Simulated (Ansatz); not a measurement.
# Cl5HMoO: the cost of one run

The runs use Ansatz 0.2.0, Gaussian basis; the settings change from run to run.

## 1. The relaxed structure

An earlier PBE0-D4 in a triple-zeta def2 set relaxation fixed the geometry. Mo takes a core potential in def2 sets; no spin-orbit term is included.

SMILES `[OH][Mo]([Cl])([Cl])([Cl])([Cl])[Cl]`, 8 atoms, charge 0, spin multiplicity 1.

Atoms are counted from 1 here; the program's logs count them from 0.

Bond lengths: O1–Mo2 1.832 Å, O1–H8 0.966 Å, Mo2–Cl3 2.286 Å, Mo2–Cl4 2.286 Å, Mo2–Cl5 2.269 Å, Mo2–Cl6 2.268 Å, Mo2–Cl7 2.357 Å. Angles: Mo2–O1–H8 125.9°, O1–Mo2–Cl3 92.9°, O1–Mo2–Cl4 92.9°, O1–Mo2–Cl5 163.9°, O1–Mo2–Cl6 95.4°, O1–Mo2–Cl7 80.3°, Cl3–Mo2–Cl4 172.7°, Cl3–Mo2–Cl5 87.8°, Cl3–Mo2–Cl6 87.5°, Cl3–Mo2–Cl7 92.6°, Cl4–Mo2–Cl5 87.8°, Cl4–Mo2–Cl6 87.5°, Cl4–Mo2–Cl7 92.7°, Cl5–Mo2–Cl6 100.7°, Cl5–Mo2–Cl7 83.6°, Cl6–Mo2–Cl7 175.7°.

Geometry (Å):

```csv
atom,x (Å),y (Å),z (Å)
O1,-0.5733,-1.3543,0.6047
Mo2,-0.0462,0.2949,0.0057
Cl3,1.3466,0.6263,1.7879
Cl4,-1.4998,0.2466,-1.7582
Cl5,1.0375,1.9880,-1.0463
Cl6,-1.6255,1.4536,1.1489
Cl7,1.5283,-1.0560,-1.1124
H8,-0.1676,-2.1991,0.3697
```

## 2. revPBE0/def2-mTZVP

Set apart from the defaults: unrestricted orbitals, atoms shaken by 0.03 Å, high accuracy.

The input, in.yaml:

```yaml
crystal:
  periodic: [false, false, false]
  atoms:
    - {symbol: O, position_ang: [-0.565245, -1.333856, 0.596375]}
    - {symbol: Mo, position_ang: [-0.061055, 0.342962, 0.020338]}
    - {symbol: Cl, position_ang: [1.348413, 0.646772, 1.802201]}
    - {symbol: Cl, position_ang: [-1.462922, 0.218400, -1.750126]}
    - {symbol: Cl, position_ang: [1.009216, 1.955804, -1.007775]}
    - {symbol: Cl, position_ang: [-1.619290, 1.457328, 1.144754]}
    - {symbol: Cl, position_ang: [1.561252, -1.095107, -1.091936]}
    - {symbol: H, position_ang: [-0.163001, -2.178340, 0.337515]}
basis:
  gaussian: {orbitals: def2-mTZVP}
magnetization: {spin_polarized: true, initial_magnetization: 0}
hamiltonian: {xc: {name: revPBE0}}
accuracy: high
```

Launch:

```console
$ ansatz run in.yaml --threads 2 --pin off --events-out ev --progress --plain --max-ram 32768MiB --backend cpu
```

**Question.** How long does this run take on 2 threads of AMD EPYC 7R13, shared host, and how much memory does it need?

About 38 s, with a peak of 1.6 GiB.
